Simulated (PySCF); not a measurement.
# Al⁺: dipole response in ANO-RCC-VTZP

How polarisable is Al⁺ at the levels listed below?

Program: PySCF 2.14.0. Level of theory: unrestricted determinants in a Gaussian basis, no spin-orbit coupling in the energies. These are calculated values, not measurements, unless marked.

### Step 1. The atom as given

```
Element     : aluminium (Z = 13)
Basis       : ANO-RCC-VTZP (5s4p2d1f, 34 functions)
Hamiltonian : scalar relativity by spin-free X2C-1e
State 1     : Al⁺: [Ne] 3s2, closed-shell 1S
Methods     : UHF, PBE, PBE0, wB97X, TPSSh
```

Outer shells as boxes (Hund's rule):

Al+ [Ne] 3s2
```
[Ne] core
3s [↑↓]
```

The runs were made by one driver on top of PySCF. The scripts below sum up each run's settings (the driver also hands on starting orbitals that pick excited configurations, and frozen orbitals as a list rather than a count), and the logs come from the driver's own runs. The driver starts from symmetry-adapted Hartree-Fock orbitals, holds the occupation by maximum overlap and uses a logarithmic radial grid for functionals, so a plain start would take other cycles.

The integrals over 34 functions and the set-up took 0.53 s of CPU time.

### Step 2. Al⁺, method by method

**UHF**

File input.py:

```python
from pyscf import gto, scf, dft, mp, cc
import basis_set_exchange as bse
mol = gto.M(atom="Al 0 0 0", charge=1, spin=0, symmetry="D2h",
            basis=gto.basis.parse(bse.get_basis("ANO-RCC-VTZP", elements=["Al"], fmt="nwchem")),
            nucmod="G")
mf = scf.UHF(mol).sfx2c1e()
mf.irrep_nelec = {'Ag': (3, 3), 'B1u': (1, 1), 'B2u': (1, 1), 'B3u': (1, 1)}
mf.kernel()
```

Output:

```text
damping factor = 0
level_shift factor = 0
DIIS = <class 'pyscf.scf.diis.CDIIS'>
diis_start_cycle = 1
diis_space = 10
diis_damp = 0
SCF conv_tol = 1e-09
SCF conv_tol_grad = None
number electrons alpha = 6  beta = 6
cycle= 1 E= -242.109623665607  delta_E= -4.26e-13  |g|= 2.67e-07  |ddm|= 7.14e-07
converged SCF energy = -242.109623665607  <S^2> = 0  2S+1 = 1
```

It used 0.32 s of CPU time after the integrals (shared host).

Orbital energies by shell (radii are means over both spins):

```csv
shell,electrons,mean orbital energy (eV),spread (eV),rms radius (bohr)
1s,2,-1603.6,0,0.139
2s,2,-142.45,0,0.675
2p,6,-95.799,0,0.674
3s,2,-17.780,0,2.61
```

⟨S²⟩ = 0.000, ⟨L²⟩ = 0.00.

The driver then solved the coupled dipole response at imaginary frequencies: mean α = 26.22 bohr³, C₆ = 138.1 au for a like pair.

**PBE**

input.py, as changed from the run before:

```diff
@@ -5,3 +5,3 @@
             nucmod="G")
-mf = scf.UHF(mol).sfx2c1e()
+mf = dft.UKS(mol, xc="PBE").sfx2c1e()
 mf.irrep_nelec = {'Ag': (3, 3), 'B1u': (1, 1), 'B2u': (1, 1), 'B3u': (1, 1)}
```

Output:

```text
damping factor = 0
level_shift factor = 0
DIIS = <class 'pyscf.scf.diis.CDIIS'>
diis_start_cycle = 1
diis_space = 10
diis_damp = 0
SCF conv_tol = 1e-09
SCF conv_tol_grad = None
number electrons alpha = 6  beta = 6
XC functionals = PBE
    J. P. Perdew, K. Burke, and M. Ernzerhof.,  Phys. Rev. Lett. 77, 3865 (1996)
    J. P. Perdew, K. Burke, and M. Ernzerhof.,  Phys. Rev. Lett. 78, 1396 (1997)
    J. P. Perdew, K. Burke, and M. Ernzerhof.,  Phys. Rev. Lett. 77, 3865 (1996)
    J. P. Perdew, K. Burke, and M. Ernzerhof.,  Phys. Rev. Lett. 78, 1396 (1997)
cycle= 1 E= -242.450196465931  delta_E= -0.00481  |g|= 0.0102  |ddm|= 0.0652
cycle= 2 E= -242.450204844564  delta_E= -8.38e-06  |g|= 0.00589  |ddm|= 0.00332
cycle= 3 E= -242.450208566543  delta_E= -3.72e-06  |g|= 0.000199  |ddm|= 0.00107
cycle= 4 E= -242.450208576751  delta_E= -1.02e-08  |g|= 3.59e-06  |ddm|= 0.000137
cycle= 5 E= -242.450208576753  delta_E= -1.62e-12  |g|= 7.98e-08  |ddm|= 8.57e-07
converged SCF energy = -242.450208576753  <S^2> = -3.5527137e-15  2S+1 = 1
```

CPU time 0.71 s on a shared host, the integrals not counted.

The driver then solved the coupled dipole response at imaginary frequencies: mean α = 24.07 bohr³, C₆ = 120.4 au for a like pair.

**PBE0**

input.py, as changed from the run before:

```diff
@@ -5,3 +5,3 @@
             nucmod="G")
-mf = dft.UKS(mol, xc="PBE").sfx2c1e()
+mf = dft.UKS(mol, xc="PBE0").sfx2c1e()
 mf.irrep_nelec = {'Ag': (3, 3), 'B1u': (1, 1), 'B2u': (1, 1), 'B3u': (1, 1)}
```

Output:

```text
damping factor = 0
level_shift factor = 0
DIIS = <class 'pyscf.scf.diis.CDIIS'>
diis_start_cycle = 1
diis_space = 10
diis_damp = 0
SCF conv_tol = 1e-09
SCF conv_tol_grad = None
number electrons alpha = 6  beta = 6
XC functionals = PBE0
    C. Adamo and V. Barone.,  J. Chem. Phys. 110, 6158 (1999)
    M. Ernzerhof and G. E. Scuseria.,  J. Chem. Phys. 110, 5029 (1999)
cycle= 1 E= -242.469934453428  delta_E= -0.00256  |g|= 0.00503  |ddm|= 0.0475
cycle= 2 E= -242.469939150773  delta_E= -4.7e-06  |g|= 0.00163  |ddm|= 0.00274
cycle= 3 E= -242.46993944495  delta_E= -2.94e-07  |g|= 0.000347  |ddm|= 0.000358
cycle= 4 E= -242.469939458248  delta_E= -1.33e-08  |g|= 1.58e-06  |ddm|= 8.1e-05
cycle= 5 E= -242.469939458249  delta_E= -9.09e-13  |g|= 6.73e-08  |ddm|= 1.34e-06
converged SCF energy = -242.469939458249  <S^2> = -8.8817842e-16  2S+1 = 1
```

CPU time 0.79 s on a shared host, the integrals not counted.

The driver then solved the coupled dipole response at imaginary frequencies: mean α = 24.60 bohr³, C₆ = 124.8 au for a like pair.

**wB97X**

input.py, as changed from the run before:

```diff
@@ -5,3 +5,3 @@
             nucmod="G")
-mf = dft.UKS(mol, xc="PBE0").sfx2c1e()
+mf = dft.UKS(mol, xc="WB97X").sfx2c1e()
 mf.irrep_nelec = {'Ag': (3, 3), 'B1u': (1, 1), 'B2u': (1, 1), 'B3u': (1, 1)}
```

Output:

```text
damping factor = 0
level_shift factor = 0
DIIS = <class 'pyscf.scf.diis.CDIIS'>
diis_start_cycle = 1
diis_space = 10
diis_damp = 0
SCF conv_tol = 1e-09
SCF conv_tol_grad = None
number electrons alpha = 6  beta = 6
XC functionals = WB97X
    J.-D. Chai and M. Head-Gordon.,  J. Chem. Phys. 128, 084106 (2008)
cycle= 1 E= -242.579081036545  delta_E= -0.00346  |g|= 0.00999  |ddm|= 0.0471
cycle= 2 E= -242.579140649288  delta_E= -5.96e-05  |g|= 0.00168  |ddm|= 0.01
cycle= 3 E= -242.579143752692  delta_E= -3.1e-06  |g|= 0.000449  |ddm|= 0.00276
cycle= 4 E= -242.579143847352  delta_E= -9.47e-08  |g|= 0.000113  |ddm|= 0.000439
cycle= 5 E= -242.579143853911  delta_E= -6.56e-09  |g|= 1.6e-06  |ddm|= 0.000142
cycle= 6 E= -242.579143853912  delta_E= -1.45e-12  |g|= 4.1e-08  |ddm|= 2.07e-06
converged SCF energy = -242.579143853912  <S^2> = 8.8817842e-16  2S+1 = 1
```

CPU time 1.4 s on a shared host, the integrals not counted.

The driver then solved the coupled dipole response at imaginary frequencies: mean α = 24.34 bohr³, C₆ = 122.9 au for a like pair.

**TPSSh**

input.py, as changed from the run before:

```diff
@@ -5,3 +5,3 @@
             nucmod="G")
-mf = dft.UKS(mol, xc="WB97X").sfx2c1e()
+mf = dft.UKS(mol, xc="TPSSH").sfx2c1e()
 mf.irrep_nelec = {'Ag': (3, 3), 'B1u': (1, 1), 'B2u': (1, 1), 'B3u': (1, 1)}
```

Output:

```text
damping factor = 0
level_shift factor = 0
DIIS = <class 'pyscf.scf.diis.CDIIS'>
diis_start_cycle = 1
diis_space = 10
diis_damp = 0
SCF conv_tol = 1e-09
SCF conv_tol_grad = None
number electrons alpha = 6  beta = 6
XC functionals = TPSSH
    V. N. Staroverov, G. E. Scuseria, J. Tao, and J. P. Perdew.,  J. Chem. Phys. 119, 12129 (2003)
cycle= 1 E= -242.591381419198  delta_E= -0.00247  |g|= 0.00249  |ddm|= 0.0443
cycle= 2 E= -242.591384350813  delta_E= -2.93e-06  |g|= 0.000298  |ddm|= 0.00266
cycle= 3 E= -242.591384364526  delta_E= -1.37e-08  |g|= 0.000176  |ddm|= 0.000121
cycle= 4 E= -242.591384367973  delta_E= -3.45e-09  |g|= 3.89e-06  |ddm|= 3.47e-05
cycle= 5 E= -242.591384367976  delta_E= -3.13e-12  |g|= 1.72e-07  |ddm|= 2.05e-06
converged SCF energy = -242.591384367976  <S^2> = -8.8817842e-16  2S+1 = 1
```

It used 2 s of CPU time after the integrals (shared host).

The driver then solved the coupled dipole response at imaginary frequencies: mean α = 25.45 bohr³, C₆ = 132.5 au for a like pair.

Radial density 4πr²ρ of Al⁺ at UHF:

```csv
r (bohr),density
0.00167,0.0551
0.00281,0.145
0.00472,0.378
0.00794,0.960
0.0134,2.31
0.0225,5.09
0.0378,9.61
0.0636,14.0
0.107,13.6
0.180,8.99
0.302,10.3
0.509,12.4
0.856,5.44
1.44,1.18
2.42,0.883
4.07,0.163
6.85,0.00243
```

### Step 3. The response side by side

Al⁺, in atomic units:

```csv
method,mean α,C₆ (like pair),S(−4)
UHF,26.22,138.1,373.7
PBE,24.07,120.4,321.1
PBE0,24.60,124.8,333.8
wB97X,24.34,122.9,326.1
TPSSh,25.45,132.5,350.2
```

α(iu) at TPSSh:

```csv
u (hartree),α(iu) (bohr³)
0,25.45
0.0500,24.60
0.100,22.37
0.200,16.44
0.300,11.43
0.500,5.855
0.750,3.069
1.00,1.895
1.50,0.9708
2.00,0.6227
3.00,0.3539
5.00,0.1884
```

### Step 4. Results

| quantity | value |
| --- | --- |
| α of Al⁺ | 24.07 (PBE) to 26.22 (UHF) bohr³ |

**Reading.** A single London oscillator with the computed α and C₆ of Al⁺ at UHF would have ω = 4 C₆ / (3 α²) = 0.268 hartree. All values hold for this basis alone; no basis-set limit was taken.
